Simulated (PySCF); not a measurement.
# C7H4F2O: the cost of one run

Computed with PySCF 2.14.0 and routines of our own; the level stands in each step. Atoms count from 0.

## (1) The starting structure

14 atoms, charge 0, multiplicity 1; geometry from: GFN2-xTB.

## (2) Magnetic properties: GIAO CAM-B3LYP/pcSseg-1

Job settings and geometry (Å):

```
{"job": {"kind": "mag", "xc": "CAM-B3LYP", "basis": "pcSseg-1", "isotopologues": 0}, "charge": 0, "multiplicity": 1}
C      0.269341     1.874154    -0.593097
C      0.072964     0.630219    -0.203417
C      0.926682    -0.464735     0.336823
C      2.332396    -0.593315     0.653299
O      3.157233     0.275579     0.514805
C     -0.157800    -1.292196     0.410529
F     -0.331652    -2.537844     0.802947
C     -1.094242    -0.300331    -0.110086
C     -2.389312    -0.219108    -0.387313
F     -3.229570    -1.237139    -0.200949
H     -0.534935     2.487878    -0.959588
H      1.252878     2.308354    -0.552160
H      2.602237    -1.592631     1.048199
H     -2.876898     0.660641    -0.782157
```

Level: GIAO CAM-B3LYP/pcSseg-1 magnetisability, rotational g tensor and spin-rotation constants, non-relativistic, gas phase.

The run is started by

```console
$ OMP_NUM_THREADS=1 python excited_run.py task.json out
```

One launch serves the whole session: the jobs run in the order shown.

**Question.** How long does this first job take on 1 thread of Arm Neoverse V1, shared host, and how much memory does it need?

About 52 s, with a peak of 0.96 GiB.
